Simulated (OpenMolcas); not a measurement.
# Tc⁵⁺ among point charges: CASSCF and CASPT2 levels and susceptibility

How does a field of 5 point charges split the states of Tc⁵⁺, and what χT follows?

Program: OpenMolcas 26.06. Level of theory: state-averaged CASSCF and CASPT2, spin-orbit coupling by RASSI with atomic mean-field integrals. These are calculated values, not measurements, unless marked.

## Step 1: The atom as given

```
Species                           : Tc⁵⁺ (technetium, Z = 43, 38 electrons)
Basis                             : ANO-RCC-VDZP [6s5p3d1f], 43 functions
Scalar Hamiltonian                : DKH2, point nucleus
Inactive shells                   : 1s 2s 2p 3s 3p 3d 4s 4p
Active space                      : 2 electrons in 5 orbitals (4d)
Some configurations of this space : 4d²
Orbitals                          : optimised for each spin and parity, averaged over all roots
```

Outer shells as boxes (Hund's rule):

4d2
```
4d [↑ ][↑ ][  ][  ][  ]
```

The ion sits among 5 point charges of -1 e arranged as a trigonal bipyramid (D3h), 1.88 Å from the ion, with the axial distance 1.617 Å.

The work runs as a chain of OpenMolcas steps in one folder; each step below is one input file. Labels, J, g values, rates, χT and fits are worked out afterwards by a script from the matrices that RASSI stores.

## Step 2: Basis and integrals

a.inp reads:

```
&GATEWAY
Coord
1

Tc 0.0 0.0 0.0
Basis=ANO-RCC-VDZP
Group=NoSym
NoMove
AngMom=0.0 0.0 0.0
AMFI
XField
5 Angstrom 0
1.880000 0.000000 0.000000 -1.000000
-0.940000 1.628128 0.000000 -1.000000
-0.940000 -1.628128 0.000000 -1.000000
0.000000 0.000000 1.616800 -1.000000
0.000000 0.000000 -1.616800 -1.000000
&SEWARD
```

Launch:

```console
OMP_NUM_THREADS=1 MOLCAS_MEM=1689 MOLCAS_PROJECT=a pymolcas a.inp > a.log
```

Log:

```text
Basis set label: TC.ANO-RCC...6S5P3D1F.

      Electronic valence basis set:
      ------------------
      Associated Effective Charge  43.000000 au
      Associated Actual Charge     43.000000 au
      Nuclear Model: Point charge

      Shell  nPrim  nBasis  Cartesian Spherical Contaminant
         s      21       6        X
         p      18       5        X
         d      13       3                 X
         f       6       1                 X
                  Relativistic Douglas-Kroll-Hess integrals:
                    - DKH order of Hamiltonian: 2
                    - DKH order of Properties : 0
                  Atomic mean-field integrals
```

## Step 3: CASSCF: triplets, 10 roots

a.inp reads:

```
&RASSCF
FileOrb=start.orb
Symmetry=1
Spin=3
nActEl=2 0 0
Inactive=18
Ras2=5
CIRoot=10 10 1
SDav=10
CIMx=300
Iter=120 100
PrWF=0.3
OrbListing=Nothing
MaxOrb=0
>>> COPY $Project.JobIph JOB001
```

start.orb holds the contracted functions of the basis, ordered by shell, or the orbitals of the step before.

Log, cut to the lines that bear on the results:

```text
[...]
      Number of active orbitals                  5
[...]
      Spin quantum number                      1.0
[...]
      Active orbitals                            5
[...]
      Number of CSFs                            10
      Number of root(s) required                10
[...]
      Convergence after  7 iterations
[...]
      Natural orbitals and occupation numbers for root  1
      sym 1:   0.500000   0.500000  -0.000000   0.500000   0.500000
      Natural orbitals and occupation numbers for root  2
      sym 1:   0.500000   0.500000  -0.000000   0.500000   0.500000
      Natural orbitals and occupation numbers for root  3
      sym 1:   0.405593   0.594407  -0.000000   0.594407   0.405593
::    RASSCF root number  1 Total energy:  -4284.59909063
::    RASSCF root number  2 Total energy:  -4284.59908446
::    RASSCF root number  3 Total energy:  -4284.59320208
[...]
::    RASSCF root number  7 Total energy:  -4284.55443002
::    RASSCF root number  8 Total energy:  -4284.54125088
::    RASSCF root number  9 Total energy:  -4284.48983833
::    RASSCF root number 10 Total energy:  -4284.48983833
```

## Step 4: CASSCF: singlets, 15 roots

a.inp reads:

```
&RASSCF
FileOrb=start.orb
Symmetry=1
Spin=1
nActEl=2 0 0
Inactive=18
Ras2=5
CIRoot=15 15 1
SDav=15
CIMx=300
Iter=120 100
PrWF=0.3
OrbListing=Nothing
MaxOrb=0
>>> COPY $Project.JobIph JOB002
```

Log, cut to the lines that bear on the results:

```text
[...]
      Number of active orbitals                  5
[...]
      Spin quantum number                      0.0
[...]
      Active orbitals                            5
[...]
      Number of CSFs                            15
      Number of root(s) required                15
[...]
      Convergence after  6 iterations
[...]
      Natural orbitals and occupation numbers for root  1
      sym 1:   0.491545   0.491545  -0.000000   0.508455   0.508455
      Natural orbitals and occupation numbers for root  2
      sym 1:   0.491545  -0.000000   0.508455   0.491545   0.508455
      Natural orbitals and occupation numbers for root  3
      sym 1:   0.706294   0.264031   0.059350   0.264031   0.706293
::    RASSCF root number  1 Total energy:  -4284.54028826
::    RASSCF root number  2 Total energy:  -4284.54028826
::    RASSCF root number  3 Total energy:  -4284.53980390
[...]
::    RASSCF root number 12 Total energy:  -4284.45693989
::    RASSCF root number 13 Total energy:  -4284.45693989
::    RASSCF root number 14 Total energy:  -4284.45193797
::    RASSCF root number 15 Total energy:  -4284.34440295
```

## Step 5: State interaction with spin-orbit coupling

a.inp reads:

```
&RASSI
NrOfJobIphs=2 10 15
1 2 3 4 5 6 7 8 9 10
1 2 3 4 5 6 7 8 9 10 11 12 13 14 15
IphNames
JOB001
JOB002
EJob
SpinOrbit
DIPRint=1.0
SOCoupling=1000.0
Subsets=2
Property=9
'ANGMOM' 1 'ANGMOM' 2 'ANGMOM' 3 'MLTPL  1' 1 'MLTPL  1' 2 'MLTPL  1' 3
'AMFI' 1 'AMFI' 2 'AMFI' 3
SOProperty=3
'ANGMOM' 1 'ANGMOM' 2 'ANGMOM' 3
```

Launch:

```console
OMP_NUM_THREADS=1 MOLCAS_MEM=1689 MOLCAS_PROJECT=a pymolcas a.inp > a.log
```

Log, cut to the lines that bear on the results:

```text
SPIN-FREE ENERGIES:
  (Shifted by EMIN (a.u.) =      -4284.5990906270)
 SF State       Relative EMIN(au)   Rel lowest level(eV)    D:o, cm**(-1)      L_eff
     1             0.0000000000        0.0000000000              0.0000         3.0
     2             0.0000061641        0.0001677332              1.3529         3.0
     3             0.0058885428        0.1602354126           1292.3858         2.9
     4             0.0137528302        0.3742335745           3018.3973         2.8
     5             0.0137528313        0.3742336038           3018.3976         2.8
     6             0.0446606000        1.2152768375           9801.8687         3.0
     7             0.0446606053        1.2152769796           9801.8699         3.0
     8             0.0578397520        1.5738998313          12694.3582         1.2
    11             0.0588023629        1.6000938087          12905.6269         2.2
    12             0.0588023629        1.6000938087          12905.6269         2.2
[...]
Eigenvalues of complex Hamiltonian:
   -----------------------------------
  (Shifted by EMIN (a.u.) =      -4284.5990906270)
 SO State       Relative EMIN(au)   Rel lowest level(eV)    D:o, cm**(-1)     J-value
     1            -0.0087570142        0.0000000000              0.0000         1.4
     2            -0.0087570140        0.0000000056              0.0000         1.4
     3            -0.0016504822        0.1933785886           1559.7035         2.1
     4            -0.0004717364        0.2254538944           1818.4083         1.7
     5            -0.0004656725        0.2256189018           1819.7392         1.7
     6             0.0018918742        0.2897710159           2337.1609         2.3
     7             0.0018918747        0.2897710286           2337.1610         2.3
     8             0.0073764327        0.4390134544           3540.8823         1.6
     9             0.0073764327        0.4390134544           3540.8823         1.6
    10             0.0111604695        0.5419823419           4371.3824         2.8
    11             0.0150381417        0.6474991774           5222.4331         3.3
[...]
```

These steps: 6.9 s of run time, 1 thread of Intel Xeon Platinum 8259CL at 2.50GHz (Skylake/Cascade Lake), shared host.

States without spin-orbit coupling:

```tsv
state	degeneracy	E (cm-1)	free-ion L (%)
3A1	1	0	F (100)
3A2	1	1	F (100)
3A2	1	1292	F (95)
3E	2	3018	F (90)
3E	2	9802	F (100)
3A2	1	12694	P (95)
1E	2	12906	D (94)
1A1	1	13012	D (85)
1E	2	15668	G (100)
1E	2	17752	D (81)
1A1	1	18776	G (100)
1A2	1	18793	G (100)
3E	2	23978	P (90)
1E	2	26487	G (81)
1E	2	31198	G (94)
1A1	1	32296	G (77)
1A1	1	55897	S (84)
```

With spin-orbit coupling:

```json
{"E (cm-1)": "0.0", "Degeneracy": "2", "Label": "E", "2S+1": "3", "g": "0.00 0.00 2.02"}
{"E (cm-1)": "1560", "Degeneracy": "1", "Label": "A1", "2S+1": "3", "g": ""}
{"E (cm-1)": "1818", "Degeneracy": "1", "Label": "A2", "2S+1": "3", "g": ""}
{"E (cm-1)": "1820", "Degeneracy": "1", "Label": "A1", "2S+1": "3", "g": ""}
{"E (cm-1)": "2337", "Degeneracy": "2", "Label": "E", "2S+1": "3", "g": "0.00 0.00 3.40"}
{"E (cm-1)": "3541", "Degeneracy": "2", "Label": "E", "2S+1": "3", "g": "0.00 0.00 9.99"}
{"E (cm-1)": "4371", "Degeneracy": "1", "Label": "A2", "2S+1": "3", "g": ""}
{"E (cm-1)": "5222", "Degeneracy": "2", "Label": "E", "2S+1": "3", "g": "0.00 0.00 2.49"}
{"E (cm-1)": "5263", "Degeneracy": "2", "Label": "E", "2S+1": "3", "g": "0.00 0.00 5.93"}
{"E (cm-1)": "5707", "Degeneracy": "1", "Label": "A1", "2S+1": "3", "g": ""}
{"E (cm-1)": "10685", "Degeneracy": "2", "Label": "E", "2S+1": "3", "g": "0.00 0.00 0.20"}
{"E (cm-1)": "11935", "Degeneracy": "2", "Label": "E", "2S+1": "3", "g": "0.00 0.00 4.04"}
{"E (cm-1)": "12816", "Degeneracy": "1", "Label": "A1", "2S+1": "3", "g": ""}
{"E (cm-1)": "12816", "Degeneracy": "1", "Label": "A2", "2S+1": "3", "g": ""}
{"E (cm-1)": "13711", "Degeneracy": "1", "Label": "A1", "2S+1": "3", "g": ""}
{"E (cm-1)": "13739", "Degeneracy": "2", "Label": "E", "2S+1": "3", "g": "0.00 0.00 3.20"}
{"E (cm-1)": "15836", "Degeneracy": "1", "Label": "A1", "2S+1": "1", "g": ""}
{"E (cm-1)": "16039", "Degeneracy": "2", "Label": "E", "2S+1": "1", "g": "0.00 0.00 2.69"}
{"E (cm-1)": "17683", "Degeneracy": "2", "Label": "E", "2S+1": "1", "g": "0.00 0.00 8.00"}
{"E (cm-1)": "19423", "Degeneracy": "2", "Label": "E", "2S+1": "1", "g": "0.00 0.00 4.09"}
{"E (cm-1)": "20849", "Degeneracy": "1", "Label": "A1", "2S+1": "1", "g": ""}
{"E (cm-1)": "20865", "Degeneracy": "1", "Label": "A2", "2S+1": "1", "g": ""}
{"E (cm-1)": "25329", "Degeneracy": "1", "Label": "A2", "2S+1": "3", "g": ""}
{"E (cm-1)": "25335", "Degeneracy": "1", "Label": "A1", "2S+1": "3", "g": ""}
```

Labels of spin-orbit levels are those of the rotation subgroup (D3 for D3h). Principal g values are given for doublets only; a zero marks a field direction without first-order Zeeman splitting.

Powder χT (cm³ K/mol): 0.13 at 2 K, 0.13 at 5 K, 0.13 at 10 K, 0.14 at 20 K, 0.15 at 50 K, 0.16 at 100 K, 0.18 at 150 K, 0.20 at 200 K, 0.22 at 250 K, 0.24 at 300 K.

## Step 6: CASPT2: IPEA 0.25, imaginary shift 0.1 (closed shells correlated: 4s 4p)

a.inp reads:

```
>>> COPY JOB001 $Project.JobIph
&CASPT2
Multistate=10 1 2 3 4 5 6 7 8 9 10
NoMult
Frozen=14
IPEA=0.25
Imaginary=0.1
MaxIter=60
WThr=0.0 0.3 0.05
PrWF=0.5
NoMix
>>> COPY JOB002 $Project.JobIph
&CASPT2
Multistate=15 1 2 3 4 5 6 7 8 9 10 11 12 13 14 15
NoMult
Frozen=14
IPEA=0.25
Imaginary=0.1
MaxIter=60
WThr=0.0 0.3 0.05
PrWF=0.5
NoMix
```

Log, cut to the lines that bear on the results:

```text
[...]
      Active orbitals                            5
[...]
      E2 (Variational):          -0.1700710862
      Total energy:           -4284.7691617132
[...]
::    CASPT2 Root  1     Total energy:  -4284.76916171
::    CASPT2 Root  2     Total energy:  -4284.76906402
[...]
::    CASPT2 Root 12     Total energy:  -4284.63275532
::    CASPT2 Root 13     Total energy:  -4284.63275533
::    CASPT2 Root 14     Total energy:  -4284.63242263
::    CASPT2 Root 15     Total energy:  -4284.53577218
```

This run: 3.2 s of run time, 1 thread of Intel Xeon Platinum 8259CL at 2.50GHz (Skylake/Cascade Lake), shared host.

SS-CASPT2: lowest energy less the reference's lowest, -0.1701 hartree; reference weights 0.960 to 0.967.

Spin-free states, with their symmetry labels:

```tsv
state	degeneracy	E (cm-1)	free-ion L (%)
3A1	1	0	F (100)
3A2	1	21	F (100)
3A2	1	1249	F (95)
3E	2	2716	F (90)
3E	2	10251	F (100)
3A2	1	10789	P (95)
1E	2	10823	D (94)
1A1	1	11040	D (85)
1E	2	14493	G (100)
1E	2	15978	D (81)
1A1	1	17118	G (100)
1A2	1	17132	G (100)
3E	2	22256	P (90)
1E	2	24922	G (81)
1E	2	29938	G (94)
1A1	1	30011	G (77)
1A1	1	51223	S (84)
```

With spin-orbit coupling:

```
E (cm-1)  Degeneracy  Label  2S+1               g
       0           2      E     3  0.00 0.00 2.02
    1380           1     A1     3                
    1820           1     A2     3                
    1840           1     A1     3                
    2200           2      E     3  0.00 0.00 3.31
    3540           2      E     3  0.00 0.00 9.98
    4070           1     A2     3                
    4980           2      E     3  0.00 0.00 5.94
    4980           2      E     3  0.00 0.00 2.60
    5490           1     A1     3                
   10850           2      E     3  0.00 0.00 0.79
   11800           1     A1     3                
   11990           2      E     3  0.00 0.00 2.67
   12340           2      E     3  0.00 0.00 4.03
   13210           1     A1     3                
   13210           1     A2     3                
   13910           1     A1     1                
   14110           2      E     1  0.00 0.00 2.62
   16510           2      E     1  0.00 0.00 8.00
   17670           2      E     1  0.00 0.00 4.09
   19240           1     A1     1                
   19250           1     A2     1                
   23590           1     A1     3                
   23610           1     A2     3
```

Powder χT (cm³ K/mol): 0.13 at 2 K, 0.13 at 5 K, 0.13 at 10 K, 0.14 at 20 K, 0.15 at 50 K, 0.16 at 100 K, 0.18 at 150 K, 0.20 at 200 K, 0.22 at 250 K, 0.24 at 300 K.

## Step 7: The methods side by side

A. CASSCF
B. SS-CASPT2, IPEA 0.25, imaginary shift 0.1 (closed shells correlated: 4s 4p)

```tsv
method	ground state	first state of that spin (cm-1)	first gap with spin-orbit (cm-1)	χT at 300 K
A	3A1	3A2 1.353	1559.7	0.24
B	3A1	3A2 21.44	1383.6	0.24
```

## Step 8: Outcome

| quantity | value |
| --- | --- |
| method | SS-CASPT2, IPEA 0.25, imaginary shift 0.1 (closed shells correlated: 4s 4p) |
| spin-free ground state | 3A1, 1-fold in its orbital part |
| first state of the same spin within the active space | 3A2 at 21.4 cm⁻¹ |
| lowest level | 2-fold E, g = 0.00, 0.00, 2.02 |
| next level | 1383.6 cm⁻¹ |
| χT at 300 K | 0.24 cm³ K/mol |
| effective moment at 300 K | 1.38 μB |

Cost by method:

```tsv
method	time of its own steps	time with the reference
A. CASSCF	6.9 s	6.9 s
B. SS-CASPT2, IPEA 0.25, imaginary shift 0.1, +4s 4p	3.2 s	10 s
```

Times are of one thread on a shared host.

What this shows: The spin-free ground state (3A1) comes to 100 % from free-ion F terms and keeps the highest spin of the shell. χT at 300 K is 0.24, against 1.00 cm³ K/mol for the spin alone, so spin-orbit coupling lowers it. CASPT2 does not keep the components of a term degenerate, and the means are used. The field of point charges can differ much from that of real complexes. This is an electrostatic model: the charges have no orbitals.
